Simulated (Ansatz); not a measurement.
**C₂H₉InN₂O: how energies converge with the basis set**

An exercise on one series of results from a longer session: the logs are not shown, and one member is left open.

Method: one geometry, several basis sets; program: Ansatz 0.2.0, Gaussian basis.

Plan: PBE0-D4/def2-SVP; ωB97M-V/def2-SVP; PBE0-D4/def2-QZVPP; ωB97M-V/def2-QZVPP; the functionals' def2-TZVPP values are taken from earlier runs.

**The relaxed structure**

An earlier PBE0-D4 in a triple-zeta def2 set relaxation fixed the geometry. In takes the def2 core potential; no spin-orbit term is included.

SMILES `C[N](C)[In]([NH2])[OH]`, 15 atoms, charge 0, spin multiplicity 1.

Atoms are counted from 1 here; the program's logs count them from 0.

Bond lengths: C1–N2 1.437 Å, C1–H7 1.101 Å, C1–H8 1.102 Å, C1–H9 1.093 Å, N2–C3 1.438 Å, N2–In4 2.010 Å, C3–H10 1.093 Å, C3–H11 1.101 Å, C3–H12 1.102 Å, In4–N5 2.017 Å, In4–O6 1.988 Å, N5–H13 1.011 Å, N5–H14 1.011 Å, O6–H15 0.959 Å. Angles: N2–C1–H7 111.5°, N2–C1–H8 112.4°, N2–C1–H9 111.3°, H7–C1–H8 106.9°, H7–C1–H9 107.2°, H8–C1–H9 107.3°, C1–N2–C3 113.0°, C1–N2–In4 123.4°, C3–N2–In4 123.1°, N2–C3–H10 111.3°, N2–C3–H11 111.3°, N2–C3–H12 112.4°, H10–C3–H11 107.1°, H10–C3–H12 107.5°, H11–C3–H12 106.9°, N2–In4–N5 124.6°, N2–In4–O6 118.3°, N5–In4–O6 116.5° and more.

Set-up of the first run:

File in.yaml:

```yaml
crystal:
  periodic: [false, false, false]
  atoms:
    - {symbol: C, position_ang: [-1.609836, 0.173465, 1.058131]}
    - {symbol: N, position_ang: [-0.291053, -0.133492, 0.577795]}
    - {symbol: C, position_ang: [0.371204, -1.142153, 1.359677]}
    - {symbol: In, position_ang: [0.453053, 0.583374, -1.145995]}
    - {symbol: N, position_ang: [2.294727, 0.173224, -1.858159]}
    - {symbol: O, position_ang: [-0.584087, 1.975682, -2.114791]}
    - {symbol: H, position_ang: [-1.584645, 0.546245, 2.094085]}
    - {symbol: H, position_ang: [-2.274330, -0.705693, 1.049660]}
    - {symbol: H, position_ang: [-2.084720, 0.946084, 0.447771]}
    - {symbol: H, position_ang: [1.380374, -1.334967, 0.986824]}
    - {symbol: H, position_ang: [0.468275, -0.833593, 2.412333]}
    - {symbol: H, position_ang: [-0.172831, -2.100724, 1.356239]}
    - {symbol: H, position_ang: [2.616871, -0.774145, -1.716725]}
    - {symbol: H, position_ang: [2.416841, 0.407370, -2.834159]}
    - {symbol: H, position_ang: [-1.399851, 2.219333, -1.672695]}
basis:
  gaussian: {orbitals: def2-SVP}
hamiltonian: {xc: pbe0, dispersion: d4}
output: {orbitals: {seedname: orbitals}}
```

Run with:

```sh
> ansatz run in.yaml --threads 2 --pin off --events-out ev --progress --plain --max-ram 32768MiB --backend cpu
```

Steps of the session up to this table: PBE0-D4 in def2-SVP; ωB97M-V in def2-SVP; PBE0-D4 in def2-QZVPP; ωB97M-V in def2-QZVPP.

One table of the session follows, with a row left open; its other results are not shown here.

It belongs to the step «Functionals by basis». 

| functional | basis | HOMO (eV) |
| --- | --- | --- |
| PBE0-D4 | def2-SVP | -5.87 |
| PBE0-D4 | def2-TZVPP | -6.02 |
| PBE0-D4 | def2-QZVPP | -6.06 |
| ωB97M-V | def2-SVP | ? |
| ωB97M-V | def2-TZVPP | -8.32 |
| ωB97M-V | def2-QZVPP | -8.37 |

Q: Estimate the row for ωB97M-V, def2-SVP from the others.

**Answer.** HOMO (eV): -8.15. In the column «HOMO (eV)» it lies between ωB97M-V, def2-TZVPP (-8.32) and PBE0-D4, def2-QZVPP (-6.06).
